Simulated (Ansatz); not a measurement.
# Ge3Pd: the cost of one run

Method: DFT PBE, scalar-relativistic, plane waves, PAW, in Ansatz 0.2.0.

1 further run of the same task is left out (it didn't finish).

**1. The structure to begin with**

Symmetry: P4/mmm, No. 123, tetragonal system. Conventional cell: a = 4.024 Å, b = 4.024 Å, c = 3.983 Å, α = 90.00°, β = 90.00°, γ = 90.00°. Ge (site symmetry mmm) is surrounded by 8 Ge at 2.83 to 2.85 Å and 4 Pd at 2.83 Å. Around Ge (site symmetry 4/mmm) lie 8 Ge at 2.83 Å and 4 Pd at 2.85 Å. Pd (site symmetry 4/mmm) is surrounded by 12 Ge at 2.83 to 2.85 Å.

As a file:

```cif
data_structure
_symmetry_space_group_name_H-M 'P4/mmm'
_symmetry_Int_Tables_number 123
_cell_length_a 4.0243
_cell_length_b 4.0243
_cell_length_c 3.9829
_cell_angle_alpha 90.000
_cell_angle_beta 90.000
_cell_angle_gamma 90.000
_cell_volume 64.50
loop_
_atom_site_label
_atom_site_type_symbol
_atom_site_symmetry_multiplicity
_atom_site_Wyckoff_symbol
_atom_site_fract_x
_atom_site_fract_y
_atom_site_fract_z
_atom_site_occupancy
Ge1 Ge 2 e 0.00000 0.50000 0.50000 1
Ge2 Ge 1 c 0.50000 0.50000 0.00000 1
Pd1 Pd 1 a 0.00000 0.00000 0.00000 1
```

(A quick probe on a coarse mesh, which set the mesh and smearing, is not shown.)

**3. Rough relaxation on the coarse mesh**

input.yaml reads:

```yaml
crystal:
  lattice:
    - [4.0243087842, 0.0, 0.0]
    - [0.0, 4.0243087842, 0.0]
    - [0.0, 0.0, 3.9829445067]
  atoms:
    - { symbol: Ge, position: [0.0, 0.5, 0.5] }
    - { symbol: Ge, position: [0.5, 0.0, 0.5] }
    - { symbol: Ge, position: [0.5, 0.5, 0.0] }
    - { symbol: Pd, position: [0.0, 0.0, 0.0] }
basis:
  ecutwfc: 420
kpoints:
  mp_grid: { grid: [4, 4, 4] }
hamiltonian:
  xc: pbe
scf:
  occupations: { method: gaussian, width: 0.1 }
  lower_state_search: "off"
output:
  forces: true
  stress: true
  eigenvalues: true
relax:
  adjacent_minimum: "off"
  f_tol: 0.04
  max_steps: 70
  cell: { stress_tol: 0.4 }
```

Launch:

```bash
$ ansatz run input.yaml --threads 1 --pin off --max-ram 2560MiB --backend cpu --events-out ev --progress --plain --runs-dir out
```

**Question.** How long does this run take on 1 thread of Intel Xeon 6975P-C (Granite Rapids), shared host, and how much memory does it need?

About 11 s, with a peak of 0.39 GiB.
